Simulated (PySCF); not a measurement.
# C7H4BrP: the cost of one run

Programs: PySCF 2.14.0, with routines of our own; each step states its level. All values are computed. Atoms count from 0.

## Step 1: The system as given

13 atoms, charge 0, multiplicity 1; geometry from: GFN2-xTB.

## Step 2: Magnetic properties: GIAO B3LYP/pcSseg-1

Job settings and geometry (Å):

```
{"job": {"kind": "mag", "xc": "B3LYP", "basis": "pcSseg-1", "isotopologues": 0}, "charge": 0, "multiplicity": 1}
C     -2.712582    -1.506877     0.192744
C     -1.677519    -0.903408     0.111029
C     -0.456265    -0.195681     0.016710
C     -0.478243     1.165221    -0.300224
C      0.655854     1.934087    -0.412558
P      2.292080     1.395775    -0.194697
C      1.965582    -0.278288     0.175605
Br     3.516487    -1.358935     0.516435
C      0.734836    -0.887011     0.247019
H     -3.617368    -2.033259     0.264062
H     -1.443628     1.626788    -0.463472
H      0.539237     2.981797    -0.660586
H      0.677139    -1.939723     0.490204
```

Method: GIAO B3LYP/pcSseg-1 magnetisability, rotational g tensor and spin-rotation constants, non-relativistic, gas phase.

Started as:

```console
> OMP_NUM_THREADS=1 python excited_run.py task.json out
```

One launch serves the whole session: the jobs run in the order shown.

Q: Estimate the wall time and peak memory of this first job on 1 thread of Arm Neoverse N1, shared host.

About 91 s, with a peak of 0.94 GiB.
